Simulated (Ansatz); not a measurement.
Born–Oppenheimer molecular dynamics of a periodic cell of 39 atoms, Li7Ca8H24 (host LiCaH3, host structure R-3c, one Li atom removed), cell charge -1. It starts from an unrelaxed structure (largest force component 0.63 eV/Å).

Method: DFT PBEsol, scalar-relativistic, plane waves, PAW in Ansatz. Settings: cutoff 420 eV, k mesh 2x2x2, fermi-dirac smearing 0.05 eV, no spin polarisation.

- ensemble: NVT, Langevin thermostat
- time step: 0.5 fs
- steps asked: 200
- set temperature: 900 K
- friction: 0.05 /fs
- seed: 962498

Frames 10 fs apart, positions in Å, forces in eV/Å.

Velocities at 40.0 fs (Å/ps):

```
Li 2.82 5.13 5.59
Li -6.14 8.12 -13.10
Ca -8.13 2.07 0.03
Ca -3.57 1.97 4.42
H 19.83 -19.19 -9.34
H 2.53 -3.34 25.19
H -25.29 -15.51 -4.68
H 19.35 -1.80 19.38
H -11.48 78.58 39.05
H -13.75 -21.78 14.28
Li 1.98 1.28 15.24
Li -13.92 -11.54 17.52
Ca -1.23 2.25 1.41
Ca -2.73 -1.86 -0.78
H -29.93 17.60 11.16
H -36.24 -4.68 11.85
H 6.94 -30.99 50.37
H -16.68 -12.91 -48.16
H -25.27 -41.24 -3.19
H -58.63 -57.35 5.32
Li 15.53 2.22 1.18
Ca -5.23 -5.08 -6.66
Ca 4.31 -4.69 2.00
H 6.22 7.07 -43.19
H -44.40 14.21 19.28
H -13.77 -6.32 5.12
H -5.05 24.52 43.98
H 41.30 15.75 23.99
H -18.22 -27.56 -2.12
Li 3.44 -4.93 -11.83
Li -5.45 5.67 -0.55
Ca 1.36 0.99 1.05
Ca -3.39 -3.20 -4.43
H 4.85 -12.30 38.52
H -37.96 1.73 4.13
H -10.07 -63.84 1.57
H -7.60 31.30 17.14
H 30.81 -35.05 14.46
H -2.97 -9.41 -18.06
```

```xyz
39
Lattice="-5.2632 -3.0387 4.1839 5.2632 -3.0387 4.1839 0.0000 6.0775 4.1839" Properties=species:S:1:pos:R:3:forces:R:3 time_fs=40.0 energy_less_start_eV=3.295 T=794
Li -0.066 0.025 0.155 0.35 0.09 -0.49
Li -0.153 -0.179 6.332 -0.47 0.63 -0.74
Ca -0.067 0.184 3.325 -0.76 -0.34 0.17
Ca -0.061 -0.139 9.339 0.07 0.42 -0.07
H -0.056 1.778 7.033 -0.63 -0.46 0.33
H -1.505 -0.717 7.460 -0.02 -0.10 -0.15
H 1.092 -0.534 7.175 0.66 -0.46 1.07
H 0.853 0.760 5.306 0.82 0.50 -0.33
H -1.531 0.406 5.277 -0.19 0.16 0.00
H 0.092 -1.537 5.018 -0.03 0.24 0.68
Li -0.145 -3.016 4.187 0.47 -0.12 -0.35
Li -0.108 3.068 1.988 -0.30 -0.29 0.69
Ca 0.056 -3.095 7.437 0.07 0.07 -0.98
Ca 0.065 3.163 5.215 -0.56 0.03 0.87
H 4.922 1.431 7.199 0.26 0.57 0.12
H -1.697 2.449 3.125 0.68 -0.73 -0.34
H -4.594 -0.766 7.686 1.14 0.06 -0.63
H 1.159 -2.166 9.188 -0.07 -0.16 0.56
H 3.626 0.515 5.331 0.51 -0.01 -0.45
H -4.978 -1.655 5.641 -0.11 0.15 -0.76
Li 2.722 -1.591 2.207 -0.69 0.26 -0.24
Ca -2.647 1.575 7.053 0.51 0.22 0.09
Ca 2.668 -1.618 5.186 -1.34 -0.02 0.61
H 1.976 -0.114 3.315 0.85 0.26 -0.08
H 1.391 3.375 7.606 0.65 0.57 -0.86
H -1.444 -4.685 7.638 0.78 -0.30 0.13
H -1.351 -3.662 5.168 -0.49 -0.23 0.46
H 1.305 5.217 5.283 -0.07 -0.22 -0.42
H -2.343 -0.195 9.759 -0.02 0.03 -0.22
Li 2.596 1.464 4.337 -0.74 -0.10 -0.25
Li -2.615 -1.523 2.006 0.08 -0.60 -0.54
Ca 2.598 1.311 7.294 -0.77 0.16 0.36
Ca -2.726 -1.383 5.184 0.34 -0.72 -0.33
H 2.205 -3.345 7.037 -0.08 1.05 1.01
H -4.387 3.744 7.135 0.58 0.00 -0.06
H -1.308 -2.010 3.140 -0.14 -0.12 0.32
H 3.972 -3.710 5.170 -0.49 -0.12 0.36
H 1.422 2.202 9.135 -0.30 -0.52 0.32
H -2.127 2.927 5.298 -0.57 0.16 0.17
39
Lattice="-5.2632 -3.0387 4.1839 5.2632 -3.0387 4.1839 0.0000 6.0775 4.1839" Properties=species:S:1:pos:R:3:forces:R:3 time_fs=50.0 energy_less_start_eV=3.010 T=711
Li -0.020 0.094 0.126 -0.06 -0.42 -0.36
Li -0.214 -0.147 6.167 0.60 0.46 0.58
Ca -0.159 0.216 3.359 0.11 -0.46 -0.41
Ca -0.074 -0.096 9.376 0.26 0.34 -0.37
H -0.135 1.516 6.898 -0.06 0.45 0.62
H -1.362 -0.561 7.356 -0.64 -0.34 0.34
H 1.125 -0.826 7.370 -0.10 0.21 0.02
H 1.204 0.820 5.228 -0.09 -0.30 0.09
H -1.631 0.816 5.511 0.63 -0.94 -1.30
H -0.095 -1.640 5.279 0.00 0.52 0.03
Li -0.092 -2.969 4.300 0.03 -0.71 -0.63
Li -0.219 2.977 2.148 0.47 -0.24 0.25
Ca 0.044 -3.086 7.456 -0.20 0.30 -0.87
Ca 0.065 3.140 5.207 -0.53 -0.18 1.09
H 4.661 1.830 7.312 0.66 -0.61 -0.30
H -1.798 2.298 3.060 0.82 -0.27 -0.17
H -4.343 -0.920 7.673 0.27 0.66 -0.38
H 1.163 -2.419 9.103 0.08 0.20 1.37
H 3.910 0.210 5.235 -0.58 0.76 -0.85
H -5.153 -1.811 5.528 0.08 0.70 0.25
Li 2.764 -1.605 2.238 -0.31 0.45 -0.32
Ca -2.700 1.533 6.997 0.41 0.63 0.79
Ca 2.710 -1.672 5.206 -0.73 0.40 0.68
H 2.327 0.094 2.914 -0.10 0.28 0.39
H 1.219 3.814 7.368 0.21 -0.01 -0.13
H -1.199 -4.775 7.719 -0.40 -0.51 -0.11
H -1.268 -3.572 5.492 0.02 -0.48 -0.04
H 1.564 5.277 5.171 -0.50 -0.37 -0.60
H -2.411 -0.273 9.660 -0.03 0.18 0.18
Li 2.563 1.408 4.292 0.17 -0.04 -0.51
Li -2.620 -1.545 1.992 -0.46 -0.41 0.39
Ca 2.565 1.291 7.286 -1.14 -0.47 0.25
Ca -2.735 -1.403 5.152 0.12 -0.83 0.26
H 2.315 -3.172 7.434 0.31 -0.06 -0.33
H -4.279 3.854 7.131 0.35 -0.23 0.12
H -1.486 -2.476 3.114 -0.03 0.26 0.31
H 3.813 -3.635 5.431 0.53 0.02 -0.27
H 1.294 1.786 9.211 -0.12 0.51 -0.25
H -2.452 2.828 5.147 -0.03 0.53 0.20
39
Lattice="-5.2632 -3.0387 4.1839 5.2632 -3.0387 4.1839 0.0000 6.0775 4.1839" Properties=species:S:1:pos:R:3:forces:R:3 time_fs=60.0 energy_less_start_eV=3.100 T=750
Li 0.069 0.063 0.118 0.06 -0.25 -0.20
Li -0.210 -0.062 6.037 0.73 0.24 1.79
Ca -0.258 0.198 3.406 1.33 -0.90 -2.25
Ca -0.063 -0.062 9.372 -0.19 -0.03 -0.03
H -0.319 1.730 7.022 0.45 -0.35 -0.07
H -1.602 -0.538 7.444 0.47 0.10 -0.48
H 1.232 -0.828 7.426 -0.29 0.37 0.05
H 1.419 0.432 5.241 -0.15 0.15 -0.07
H -1.288 0.482 4.969 -1.03 0.51 0.97
H -0.011 -1.532 5.386 0.00 -0.80 -0.47
Li -0.055 -3.063 4.285 -0.10 -0.16 -0.25
Li -0.234 2.985 2.267 0.93 0.15 -0.99
Ca 0.040 -3.076 7.478 0.49 -0.08 -0.62
Ca 0.031 3.132 5.151 -0.18 0.29 0.84
H 4.755 1.609 7.099 0.08 -0.12 0.33
H -1.335 1.936 2.784 -0.53 0.34 0.62
H -3.943 -0.773 7.277 -0.52 0.20 0.74
H 1.144 -2.541 9.684 0.34 0.53 -0.50
H 3.937 0.326 4.867 -0.14 0.04 0.52
H -4.815 -1.588 5.439 -0.61 -0.31 -0.16
Li 2.640 -1.513 2.353 0.57 0.32 -1.08
Ca -2.705 1.517 6.988 0.48 -0.24 0.43
Ca 2.755 -1.687 5.216 -0.72 0.42 0.91
H 2.474 0.323 2.702 0.00 -0.53 0.35
H 1.244 3.908 7.136 -0.45 -0.42 0.51
H -1.226 -5.055 7.734 -0.31 0.07 -0.31
H -1.032 -4.003 5.608 -0.09 -0.03 -0.31
H 1.419 4.920 4.686 -0.01 -0.07 0.27
H -2.315 -0.360 9.571 -0.36 0.15 0.63
Li 2.623 1.364 4.213 -0.11 0.15 -0.43
Li -2.633 -1.521 1.943 -0.25 -0.14 0.85
Ca 2.485 1.287 7.276 -0.35 -0.22 0.01
Ca -2.685 -1.414 5.143 -0.06 -0.07 0.14
H 2.629 -2.831 7.377 -0.20 -0.60 -0.40
H -3.936 3.969 7.252 -0.33 -0.25 0.29
H -1.368 -2.530 3.048 -0.16 0.57 0.43
H 3.942 -3.802 5.414 0.47 0.23 -0.44
H 1.122 1.724 9.342 0.57 0.83 -0.64
H -2.583 2.996 5.488 0.19 -0.08 -0.96
39
Lattice="-5.2632 -3.0387 4.1839 5.2632 -3.0387 4.1839 0.0000 6.0775 4.1839" Properties=species:S:1:pos:R:3:forces:R:3 time_fs=70.0 energy_less_start_eV=3.463 T=980
Li 0.081 0.116 0.086 0.03 -0.74 -0.27
Li -0.037 0.043 6.122 -0.14 -0.46 0.82
Ca -0.325 0.156 3.417 1.57 -1.15 -1.20
Ca -0.018 -0.029 9.374 -0.15 -0.48 -0.17
H -0.146 1.748 7.128 -0.08 -0.71 -0.42
H -1.576 -0.685 7.215 0.50 -0.05 -0.05
H 1.167 -0.441 7.273 -0.14 -0.62 0.62
H 1.413 0.153 5.196 0.13 0.82 -0.33
H -1.516 0.396 5.128 0.29 0.38 0.15
H 0.574 -1.744 5.171 -0.77 0.04 0.66
Li -0.088 -3.153 4.317 0.57 -0.13 -0.17
Li -0.203 2.972 2.196 0.96 -0.31 -0.97
Ca 0.049 -3.066 7.452 0.03 0.08 -0.39
Ca -0.035 3.075 5.109 0.01 0.11 0.56
H 4.903 1.346 7.061 -0.19 0.95 0.49
H -1.188 1.895 2.861 -0.73 0.44 0.39
H -3.863 -0.874 7.333 -0.61 0.26 0.25
H 1.296 -2.378 9.623 -0.20 -0.02 -0.72
H 3.869 0.490 5.036 0.58 -0.51 0.03
H -4.818 -1.548 5.401 -0.49 -0.27 -0.40
Li 2.624 -1.393 2.287 -0.04 -1.09 -0.70
Ca -2.728 1.465 6.983 0.77 -0.12 0.36
Ca 2.776 -1.693 5.240 -1.05 0.38 0.59
H 2.495 0.192 2.755 0.11 0.13 0.07
H 1.184 3.536 7.270 0.35 0.39 -0.37
H -1.511 -5.279 7.740 0.60 0.25 -0.66
H -1.006 -4.268 5.499 -0.03 0.62 0.16
H 1.253 4.520 4.471 0.40 0.87 0.53
H -2.376 -0.372 9.539 -0.04 0.17 0.42
Li 2.682 1.328 4.226 -0.55 0.26 -0.50
Li -2.598 -1.465 1.897 0.22 -0.64 0.28
Ca 2.427 1.283 7.299 0.73 0.57 -0.66
Ca -2.665 -1.370 5.138 -0.34 -0.44 0.57
H 2.798 -3.020 7.030 -0.48 -0.16 0.34
H -3.832 3.850 7.277 -0.45 -0.02 -0.01
H -1.258 -2.445 3.379 -0.83 0.72 -0.20
H 4.195 -4.038 5.095 -0.26 0.24 0.45
H 1.461 1.935 9.014 -0.22 0.11 0.55
H -2.386 2.915 5.268 -0.07 0.14 -0.11
39
Lattice="-5.2632 -3.0387 4.1839 5.2632 -3.0387 4.1839 0.0000 6.0775 4.1839" Properties=species:S:1:pos:R:3:forces:R:3 time_fs=80.0 energy_less_start_eV=3.768 T=1005
Li 0.073 0.087 0.036 -0.31 -0.94 -0.13
Li 0.170 0.082 6.311 -0.98 -0.61 -0.60
Ca -0.353 0.086 3.388 0.51 -0.16 -0.70
Ca 0.017 0.011 9.362 -0.01 -0.06 0.50
H -0.068 1.526 7.231 -0.41 -0.14 0.02
H -1.301 -1.065 6.913 -0.10 0.39 0.69
H 1.069 -0.701 7.354 0.52 -0.10 0.59
H 1.411 0.487 5.023 -0.20 -0.23 0.62
H -1.475 0.620 5.417 0.49 -0.12 -0.71
H 0.656 -2.129 5.271 -0.44 0.90 0.55
Li -0.120 -3.221 4.248 0.38 0.41 -0.20
Li -0.064 3.042 1.973 -0.07 -0.31 0.69
Ca 0.021 -3.038 7.407 0.03 -0.01 -0.86
Ca -0.100 2.971 5.075 -0.41 0.73 0.60
H 4.791 1.579 7.327 0.13 -0.40 -0.45
H -1.518 2.052 3.036 0.32 0.04 -0.13
H -4.350 -1.143 7.907 0.55 0.42 -1.24
H 1.340 -2.185 9.079 -0.21 -0.30 1.03
H 3.840 0.379 5.324 -0.17 0.14 -0.95
H -4.967 -1.612 5.278 -0.03 0.35 0.20
Li 2.632 -1.537 2.120 0.00 -0.31 -0.46
Ca -2.726 1.417 6.944 -0.02 0.82 0.36
Ca 2.724 -1.680 5.249 -0.27 0.14 0.24
H 2.634 0.229 2.644 -0.34 -0.29 0.30
H 1.232 3.392 6.994 -0.01 0.32 0.12
H -1.265 -5.109 7.408 -0.11 0.13 0.59
H -0.895 -4.015 5.608 -0.27 -0.19 -0.38
H 1.193 4.543 4.441 0.64 0.15 0.53
H -2.258 -0.398 9.849 0.14 0.26 -0.73
Li 2.755 1.439 4.193 -0.37 -0.20 -0.06
Li -2.610 -1.492 1.778 0.40 -0.65 1.10
Ca 2.397 1.307 7.278 0.79 -0.07 -0.32
Ca -2.680 -1.297 5.155 -0.43 -0.52 0.04
H 2.537 -3.255 7.171 -0.07 0.39 0.16
H -3.950 3.549 7.357 0.46 0.22 -0.67
H -1.397 -1.942 3.671 0.29 -0.44 -0.50
H 4.313 -3.949 5.382 -0.32 0.21 0.29
H 1.468 2.060 9.206 -0.32 -0.06 -0.59
H -2.586 2.952 5.048 0.22 0.09 0.48
```

Of the whole run (100 fs, mean temperature of the second half 867 K): A run of 0.1 ps of so small a system gives no equilibrium averages. The SCF threshold is loose, so the forces are noisy. Limits of this set-up: charged cell in a uniform background, uncorrected.

Time of the run: 14 min on 2 threads of Arm Neoverse V1, on a shared host, peak memory 1 GiB.
